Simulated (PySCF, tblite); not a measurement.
# C5H7OS radical: geometry, infrared bands and EPR parameters

Aim: predict the infrared bands and EPR parameters of C5H7OS radical (`C[C](C=O)C(C)=S`).

Programs: tblite 0.8.0 and PySCF 2.14.0, with density-fitted response routines of our own. Each step states its level of theory. These are calculated values for one molecule in the gas phase, unless marked as measured. Atoms are numbered from 0 throughout.

## Step 1: Starting geometry

14 atoms, charge 0, multiplicity 2; geometry from: force field or distance geometry start.

Bonds of the start (Å): C0–C1 1.50, C1–C2 1.46, C2–O3 1.23, C1–C4 1.49, C4–C5 1.52, C4–S6 1.69, C0–H7 1.09, C0–H8 1.10, C0–H9 1.09, C2–H10 1.10, C5–H11 1.09, C5–H12 1.10, C5–H13 1.09.

## Step 2: Optimising the geometry with GFN2-xTB

The job: settings as JSON, then the geometry in Å.

```
{"job": {"kind": "relax", "xc": "GFN2-xTB", "basis": "xTB"}, "charge": 0, "multiplicity": 2}
C     -1.137300    -0.922400     0.351500
C     -0.526800     0.395900    -0.012000
C     -1.424100     1.478900    -0.409900
O     -2.644700     1.329600    -0.520500
C      0.950900     0.558200     0.134700
C      1.823800    -0.645000    -0.162700
S      1.702400     2.000200     0.586800
H     -1.313000    -1.507400    -0.547000
H     -2.099400    -0.784600     0.864200
H     -0.514400    -1.500400     1.033300
H     -0.963400     2.446800    -0.651200
H      2.734800    -0.353200    -0.692200
H      2.103000    -1.125200     0.792200
H      1.307600    -1.371900    -0.789300
```

The run is started by

```console
> OMP_NUM_THREADS=1 python probes_run.py task.json out
```

One launch serves the whole session: the jobs run in the order shown.

**Question.** This job is followed by: GFN2-xTB harmonic vibrations, gas phase; UKS B3LYP, pcH-1 on C H O S, non-relativistic, mean-field spin-orbit, GIAO. What will the session give for the following? strongest single infrared mode (GFN2-xTB); zero-point energy (GFN2-xTB); g(iso) (B3LYP); ⟨S²⟩; largest a(iso) (averaged by class); potential on the surface of density 0.002 e/bohr³, 1st and 99th percentile; property runs in this session.

As calculated:

| quantity | value |
| --- | --- |
| strongest single infrared mode (GFN2-xTB) | 1726 cm⁻¹, 488 km/mol |
| zero-point energy (GFN2-xTB) | 65.4 kcal/mol |
| g(iso) (B3LYP) | 2.28482 |
| ⟨S²⟩ | 0.776 (exact 0.75) |
| largest a(iso) (averaged by class) | 13C on C1, 37.9 MHz |
| potential on the surface of density 0.002 e/bohr³, 1st and 99th percentile | -1.58 V and 1.27 V |
| property runs in this session | 1, of which 0 failed and 1 gave unsound results |

What this shows: Relaxing lowered the energy by 0.582 eV in 86 steps; the close pair that moved most is C1–C4, from 1.494 to 1.372 Å. No mode is imaginary among the 36: a minimum at this level. The strongest single mode, at 1726 cm⁻¹, moves mainly C2 and O3. Unscaled tight-binding wavenumbers are off by several per cent, some by more. Its intensities can rank the bands wrongly. The largest spin populations lie on S6 (0.66 e), C1 (0.47 e). The isotropic g lies 282.5 ppt above the free-electron value. These values are not to be trusted: the run shows nearly degenerate orbitals, where second-order g theory doesn't apply.
